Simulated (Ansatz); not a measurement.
# C₁₀H₂₀: one species, many methods

One table from this session's results is given with a row withheld; the runs are named, their logs left out.

The runs use Ansatz 0.2.0, Gaussian basis; functionals in def2-TZVPP, the program's frozen cores in correlated methods.

Levels to be run: LDA (SPW92), PBE-D4, revPBE-D4, BLYP-D4, r2SCAN-D4, B97M-V, PBE0-D4, B3LYP-D4, r2SCANh-D4, r2SCAN0-D4, HSE06-D4, BHLYP-D4, CAM-B3LYP-D4, LC-ωPBE, ωB97X-V, ωB97M-V, B2PLYP, PBE-QIDH; CCSD(T)/def2-SVP; CCSD(T)/def2-TZVPP; MP2/def2-QZVPP; extrapolation to the limit; RPA on PBE.

## The geometry

All runs share one geometry, relaxed beforehand with PBE0-D4 in a triple-zeta def2 set.

SMILES `CCCCCC1CCCC1`, 30 atoms, charge 0, spin multiplicity 1.

Atoms are counted from 1 here; the program's logs count them from 0.

Bond lengths: C1–C2 1.519 Å, C1–H11 1.094 Å, C1–H12 1.093 Å, C1–H13 1.094 Å, C2–C3 1.521 Å, C2–H14 1.095 Å, C2–H15 1.097 Å, C3–C4 1.523 Å, C3–H16 1.098 Å, C3–H17 1.096 Å, C4–C5 1.521 Å, C4–H18 1.096 Å, C4–H19 1.096 Å, C5–C6 1.526 Å, C5–H20 1.097 Å, C5–H21 1.096 Å, C6–C7 1.531 Å, C6–C10 1.530 Å and more. Angles: C2–C1–H11 111.1°, C2–C1–H12 111.7°, C2–C1–H13 111.1°, H11–C1–H12 107.7°, H11–C1–H13 107.4°, H12–C1–H13 107.7°, C1–C2–C3 112.7°, C1–C2–H14 109.3°, C1–C2–H15 109.7°, C3–C2–H14 109.9°, C3–C2–H15 109.0°, H14–C2–H15 106.1°, C2–C3–C4 114.5°, C2–C3–H16 109.2°, C2–C3–H17 108.6°, C4–C3–H16 109.4°, C4–C3–H17 109.0°, H16–C3–H17 105.9° and more.

Set-up of the first run:

Input file in.yaml:

```yaml
crystal:
  periodic: [false, false, false]
  atoms:
    - {symbol: C, position_ang: [-2.522631, 0.944186, -3.268529]}
    - {symbol: C, position_ang: [-1.637173, 0.347482, -2.188366]}
    - {symbol: C, position_ang: [-2.280990, 0.392084, -0.810726]}
    - {symbol: C, position_ang: [-1.462534, -0.270296, 0.289421]}
    - {symbol: C, position_ang: [-0.148170, 0.431161, 0.594665]}
    - {symbol: C, position_ang: [0.619605, -0.170186, 1.768357]}
    - {symbol: C, position_ang: [1.200121, -1.553047, 1.462274]}
    - {symbol: C, position_ang: [2.469324, -1.270345, 0.648327]}
    - {symbol: C, position_ang: [2.930002, 0.140605, 1.074967]}
    - {symbol: C, position_ang: [1.884700, 0.627287, 2.089858]}
    - {symbol: H, position_ang: [-3.474158, 0.409090, -3.337857]}
    - {symbol: H, position_ang: [-2.045434, 0.902584, -4.250478]}
    - {symbol: H, position_ang: [-2.751231, 1.992358, -3.054734]}
    - {symbol: H, position_ang: [-0.680385, 0.879277, -2.170006]}
    - {symbol: H, position_ang: [-1.400739, -0.693971, -2.438665]}
    - {symbol: H, position_ang: [-2.478177, 1.437124, -0.538603]}
    - {symbol: H, position_ang: [-3.261960, -0.094432, -0.867420]}
    - {symbol: H, position_ang: [-1.273994, -1.313674, 0.011136]}
    - {symbol: H, position_ang: [-2.060676, -0.306201, 1.207615]}
    - {symbol: H, position_ang: [-0.356979, 1.484900, 0.818637]}
    - {symbol: H, position_ang: [0.490555, 0.434333, -0.295373]}
    - {symbol: H, position_ang: [-0.051278, -0.208540, 2.634048]}
    - {symbol: H, position_ang: [0.502877, -2.214131, 0.943478]}
    - {symbol: H, position_ang: [1.462435, -2.044288, 2.404568]}
    - {symbol: H, position_ang: [3.236380, -2.027329, 0.822614]}
    - {symbol: H, position_ang: [2.250879, -1.293664, -0.422012]}
    - {symbol: H, position_ang: [3.933079, 0.133116, 1.505842]}
    - {symbol: H, position_ang: [2.970011, 0.808612, 0.211464]}
    - {symbol: H, position_ang: [2.211951, 0.388055, 3.106449]}
    - {symbol: H, position_ang: [1.724632, 1.707838, 2.049020]}
basis:
  gaussian: {orbitals: def2-TZVPP}
hamiltonian: {xc: lda}
output: {orbitals: {seedname: orbitals}}
```

Run with:

```bash
> ansatz run in.yaml --threads 4 --pin off --events-out ev --progress --plain --max-ram 46080MiB --backend cuda --devices 0, --max-vram 37GiB
```

Among the steps run: LDA; PBE-D4 (GGA); revPBE-D4 (GGA); BLYP-D4 (GGA); r2SCAN-D4 (meta-GGA); B97M-V (meta-GGA); PBE0-D4 (hybrid); B3LYP-D4 (hybrid); r2SCANh-D4 (hybrid); r2SCAN0-D4 (hybrid); HSE06-D4 (hybrid); BHLYP-D4 (hybrid); CAM-B3LYP-D4 (range-separated); LC-ωPBE (range-separated); ωB97X-V (range-separated); ωB97M-V (range-separated); B2PLYP (double hybrid); PBE-QIDH (double hybrid).

One of the session's tables, all rows but one given; the rest of the session is left out.

It belongs to the step «Orbital energies across the functionals». 

| functional | HOMO (eV) | LUMO (eV) | gap (eV) |
| --- | --- | --- | --- |
| LDA (SPW92) | -7.12 | 0.03 | 7.14 |
| PBE-D4 | -7.05 | 0.23 | 7.29 |
| revPBE-D4 | -7.01 | 0.35 | 7.36 |
| BLYP-D4 | -6.97 | 0.26 | 7.23 |
| r2SCAN-D4 | -7.31 | 0.88 | 8.19 |
| B97M-V | -7.48 | 0.33 | 7.81 |
| PBE0-D4 | -8.38 | 1.03 | 9.42 |
| B3LYP-D4 | -8.20 | 0.72 | 8.92 |
| r2SCANh-D4 | -7.80 | 1.12 | 8.92 |
| r2SCAN0-D4 | -8.55 | 1.45 | 10.00 |
| HSE06-D4 | -7.98 | 0.66 | 8.64 |
| BHLYP-D4 | -9.67 | 1.66 | 11.33 |
| CAM-B3LYP-D4 | -9.79 | 1.81 | 11.60 |
| LC-ωPBE | -11.10 | 3.10 | 14.21 |
| ωB97X-V | ? | ? | ? |
| ωB97M-V | -10.67 | 2.44 | 13.11 |

Q: Estimate the row for ωB97X-V from the others.

The run gave: HOMO (eV): -10.78; LUMO (eV): 2.85; gap (eV): 13.63. In the column «HOMO (eV)» it lies between LC-ωPBE (-11.10) and ωB97M-V (-10.67).
